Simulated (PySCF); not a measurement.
**Br₃: relaxation and vibrations of the doublet**

Where does doublet Br₃ go from a linear start, is the end point a minimum, and what are its modes, charges and moments?

The runs use PySCF 2.14.0; PBE0, basis Br def2-TZVP, no relativity, density fitting.

**1. The system as given**

3 atoms, charge 0, spin multiplicity 2.

Bond lengths: Br1–Br2 2.280 Å, Br1–Br3 2.280 Å. Angles: Br2–Br1–Br3 180.0°.

Coordinates in bohr (charge 0 multiplicity 2):
```
Br    0.0000    0.0000    0.0000
Br    0.0000    0.0000    4.3086
Br    0.0000    0.0000   -4.3086
```

**2. Relaxation: linear start, doublet**

One driver script runs all steps and calls PySCF; scf.py shows how it sets up the SCF of each step. The optimiser is the driver's own. Before each start the driver seeks the lowest SCF state from one or more starting densities and follows internal instabilities, so scf.py alone need not reach the same state.

The program finds D∞h symmetry in the start, which this walk keeps. The walk stops when the largest gradient is under 0.0003 Eh/bohr and the energy has settled too.

scf.py

```python
from pyscf import gto, scf, dft
mol = gto.M(atom='''
Br     0.000000     0.000000     0.000000
Br     0.000000     0.000000     2.280000
Br     0.000000     0.000000    -2.280000''',
    basis={'Br': 'def2-TZVP'},
    charge=0, spin=1)
mf = dft.UKS(mol, xc='PBE0')
mf.grids.atom_grid = (50, 194)
aux = {'Br': 'def2-universal-JKFIT'}
mf = mf.density_fit(auxbasis=aux)
mf.kernel()
```

Energy and gradient, step by step:

```
step   energy (Eh)  change (kJ/mol)  largest symmetric gradient (Eh/bohr)
   0  -7721.511915             0.00                               0.05304
   1  -7721.526341           -37.88                               0.01065
   2  -7721.527153           -40.01                               0.00302
   3  -7721.527229           -40.21                               0.00024
   4  -7721.527230           -40.21                               0.00001
```

The walk took 32 s on 8 threads, shared host.

Geometry (Å) and forces (eV/Å) at some steps:

```
step 0
Br   0.000   0.000   0.000   0.000   0.000   0.000
Br   0.000   0.000   2.280   0.000   0.000   2.728
Br   0.000   0.000  -2.280   0.000   0.000  -2.728
step 1
Br   0.000   0.000   0.000   0.000   0.000   0.000
Br   0.000   0.000   2.407   0.000   0.000   0.548
Br   0.000   0.000  -2.407   0.000   0.000  -0.548
step 2
Br   0.000   0.000   0.000   0.000   0.000   0.000
Br   0.000   0.000   2.439   0.000   0.000   0.155
Br   0.000   0.000  -2.439   0.000   0.000  -0.155
step 3
Br   0.000   0.000   0.000   0.000   0.000  -0.003
Br   0.000   0.000   2.452   0.000   0.000   0.014
Br   0.000   0.000  -2.452   0.000   0.000  -0.011
step 4
Br   0.000   0.000   0.000   0.000   0.000   0.000
Br   0.000   0.000   2.453   0.000   0.000   0.000
Br   0.000   0.000  -2.453   0.000   0.000   0.000
```

End point (D∞h, 4 steps, 40.2 kJ/mol gained): Br–Br 2.453 Å (×2); Br–Br–Br 180.0°.

**3. Frequencies**

The point is checked on the finer grid, and tightened if its gradient asks for it. The Hessian and the dipole derivatives come from central differences of analytic gradients, with steps of 0.01 bohr.

Edit scf.py of step 2 so:

```diff
@@ -4,2 +4,2 @@
-Br     0.000000     0.000000     2.280000
-Br     0.000000     0.000000    -2.280000''',
+Br    -0.000000     0.000000     2.452637
+Br     0.000000     0.000000    -2.452637''',
@@ -9 +9 @@
-mf.grids.atom_grid = (50, 194)
+mf.grids.atom_grid = (75, 302)
```

The driver hands on the density of the step before, so the log starts near convergence.

Log of the central SCF (cycles and frontier levels):

```text
init E= -7721.52702520648
[... the frontier-level lines of each cycle are left out ...]
cycle= 1 E= -7721.52702516991  delta_E= 3.66e-08  |g|= 0.000226  |ddm|= 0.000361
cycle= 2 E= -7721.52702463934  delta_E= 5.31e-07  |g|= 0.000861  |ddm|= 0.00137
cycle= 3 E= -7721.52702520911  delta_E= -5.7e-07  |g|= 1.38e-05  |ddm|= 0.00109
cycle= 4 E= -7721.52702520922  delta_E= -1.04e-10  |g|= 4.4e-07  |ddm|= 1.29e-05
cycle= 5 E= -7721.52702520922  delta_E= -5.46e-12  |g|= 4.31e-08  |ddm|= 3.07e-07
Extra cycle  E= -7721.52702520922  delta_E= 7.28e-12  |g|= 4.71e-08  |ddm|= 3.8e-07
converged SCF energy = -7721.52702520922  <S^2> = 0.75350517  2S+1 = 2.0035021
```

The whole step took 54 s.

Geometry: D∞h; Br–Br 2.453 Å (×2); Br–Br–Br 180.0°.

Harmonic modes (main isotopes):

```csv
ω (cm⁻¹),IR (km/mol),μ (u)
181i,2.2,78.92
105,0.1,78.92
143,4.6,78.92
194,0.0,78.92
```

With 1 mode imaginary (up to 181i cm⁻¹) this point is a saddle.

Here the density breaks the symmetry of the frame, and no labels are given; pairs that should be degenerate can split.

Properties at this point:

```
Dipole moment                                                   : 0.00 D
Highest occupied level                                          : -8.09 eV
Lowest empty level                                              : -6.43 eV
Rotational constants                                            : 0.01776 cm⁻¹
Zero-point energy (real modes)                                  : 2.6 kJ/mol
Principal polarisabilities                                      : 40.0, 40.5, 243.1 bohr³
Atomisation energy without zero-point energy                    : 240 kJ/mol
Principal traceless quadrupole moments about the centre of mass : -1.81, 0.10, 1.71 D Å
Spin squared ⟨S²⟩                                               : 0.754
```

Populations by atom (charges in e):

```csv
atom,Mulliken,Löwdin,polar tensor,spin (Mulliken),Mayer order to Br1
Br1,0.20,0.10,0.30,0.32,–
"Br2,3",-0.10,-0.05,-0.15,0.34,0.90
```

Outer orbital energies (eV). α occupied: -12.93, -11.25, -10.75, -9.67, -9.17, -8.79, -8.68, -8.25; empty: -3.25, 4.39, 4.60, 4.66. β occupied: -20.30, -12.79, -10.64, -10.30, -9.04, -8.52, -8.44, -8.09; empty: -6.43, -3.08, 4.49, 4.75.

Mulliken populations on Br1: s 8.01, p 16.58, d 10.20, f 0.01.

**4. Leaving the saddle point**

The atoms are moved a little along the softest imaginary mode and relaxed again.

The program finds C2v symmetry in the start, which this walk keeps. Threshold on the gradient: 0.0003 Eh/bohr, with a further test on the energy change.

Edit scf.py of step 3 so:

```diff
@@ -3,3 +3,3 @@
-Br     0.000000     0.000000     0.000000
-Br    -0.000000     0.000000     2.452637
-Br     0.000000     0.000000    -2.452637''',
+Br     0.118541     0.018654     0.000000
+Br    -0.059271    -0.009327     2.452637
+Br    -0.059271    -0.009327    -2.452637''',
@@ -9 +9 @@
-mf.grids.atom_grid = (75, 302)
+mf.grids.atom_grid = (50, 194)
```

The optimiser's trace:

```csv
step,energy (Eh),change (kJ/mol),largest symmetric gradient (Eh/bohr)
0,-7721.529666,0.00,0.00985
1,-7721.533451,-9.94,0.00579
2,-7721.535334,-14.88,0.00695
3,-7721.535856,-16.25,0.00191
4,-7721.535905,-16.38,0.00018
5,-7721.535906,-16.38,0.00002
```

The walk took 38 s.

After 5 steps and 16.4 kJ/mol it ends at C2v: Br–Br 2.435 Å (×2); Br–Br–Br 147.6°.

**5. Frequencies**

As before: finer grid, then central differences.

Edit scf.py of step 4 so:

```diff
@@ -3,3 +3,3 @@
-Br     0.118541     0.018654     0.000000
-Br    -0.059271    -0.009327     2.452637
-Br    -0.059271    -0.009327    -2.452637''',
+Br     0.448118     0.070517     0.000000
+Br    -0.224059    -0.035259     2.338485
+Br    -0.224059    -0.035259    -2.338485''',
@@ -9 +9 @@
-mf.grids.atom_grid = (50, 194)
+mf.grids.atom_grid = (75, 302)
```

SCF at the final geometry:

```text
init E= -7721.53563300256
[... the frontier-level lines of each cycle are left out ...]
cycle= 1 E= -7721.53563300244  delta_E= 1.22e-10  |g|= 1.85e-05  |ddm|= 2.99e-05
cycle= 2 E= -7721.53563300198  delta_E= 4.6e-10  |g|= 3.42e-05  |ddm|= 5.39e-05
cycle= 3 E= -7721.53563300263  delta_E= -6.53e-10  |g|= 2.6e-06  |ddm|= 3.63e-05
cycle= 4 E= -7721.53563300263  delta_E= 7.28e-12  |g|= 7.52e-07  |ddm|= 3.56e-06
Extra cycle  E= -7721.53563300264  delta_E= -1.46e-11  |g|= 6.47e-07  |ddm|= 4.77e-06
converged SCF energy = -7721.53563300264  <S^2> = 0.76794894  2S+1 = 2.0178691
```

The whole step took 56 s.

Geometry: C2v; Br–Br 2.435 Å (×2); Br–Br–Br 147.6°.

Harmonic modes (main isotopes):

```csv
symmetry,ω (cm⁻¹),IR (km/mol)
a1,80,0.1
b2,171,61.0
a1,207,0.0
```

No imaginary mode, so this is a minimum.

Properties at this point:

```
Dipole moment                                                   : 0.38 D
Highest occupied level                                          : -8.08 eV
Lowest empty level                                              : -5.60 eV
Rotational constants                                            : 0.692, 0.01953, 0.01899 cm⁻¹
Zero-point energy                                               : 2.7 kJ/mol
Principal polarisabilities                                      : 40.0, 43.6, 161.6 bohr³
Atomisation energy without zero-point energy                    : 262 kJ/mol
Principal traceless quadrupole moments about the centre of mass : -2.23, -0.07, 2.30 D Å
Entropy at 298.15 K and 1 bar (electronic part: spin only)      : 330.3 J/(mol K)
Heat capacity Cp at 298.15 K                                    : 57.0 J/(mol K)
Enthalpy at 298.15 K above 0 K                                  : 14.99 kJ/mol
Rotational symmetry number                                      : 2
Spin squared ⟨S²⟩                                               : 0.768
```

Charges (e) and bond orders:

```tsv
atom	Mulliken	Löwdin	polar tensor	spin (Mulliken)	Mayer order to Br1
Br1	0.20	0.13	0.67	0.27	–
Br2,3	-0.10	-0.06	-0.33	0.36	0.86
```

Outer orbital energies (eV). α occupied: -13.09, -11.49, -10.86, -9.40, -9.19, -8.94, -8.24, -8.18; empty: -3.57, 4.19, 4.26, 4.84. β occupied: -20.30, -12.70, -10.71, -10.66, -9.05, -8.84, -8.81, -8.08; empty: -5.60, -3.12, 4.43, 4.46.

Mulliken populations on Br1: s 7.99, p 16.64, d 10.17, f 0.01.

**6. The points found, side by side**

| spin | group | bonds | imaginary modes (cm⁻¹) | ΔE (kJ/mol) | with zero-point energy |
| --- | --- | --- | --- | --- | --- |
| doublet | C2v | Br–Br 2.435 Å (×2) | none | 0.0 | 0.0 |
| doublet | D∞h (density of lower symmetry) | Br–Br 2.453 Å (×2) | 181i | 22.6 | – |

**7. What came out**

```
                                          quantity                                value
                                           minimum                         doublet, C2v
                                          geometry  Br–Br 2.435 Å (×2); Br–Br–Br 147.6°
                                wavenumbers (cm⁻¹)          80 (a1), 171 (b2), 207 (a1)
                                     dipole moment                               0.38 D
highest occupied, lowest empty level (either spin)                      -8.08, -5.60 eV
                        polar-tensor charge of Br1                              +0.67 e
                                 zero-point energy                           2.7 kJ/mol
                               entropy at 298.15 K                      330.3 J/(mol K)
         atomisation energy (no zero-point energy)                           262 kJ/mol
                                              ⟨S²⟩                                0.768
```

**Reading.** From D∞h at the start the molecule goes to a C2v minimum, after a stop at a saddle point 22.6 kJ/mol higher, from which it was pushed off along an imaginary mode. In the infrared the band at 171 cm⁻¹ (b2, stretch) leads. Only this shape and spin were tried, so other structures or states may lie lower. Modes under about 90 cm⁻¹ are uncertain by tens of cm⁻¹.

The search up to here took 3.2 min on 8 threads, shared host.
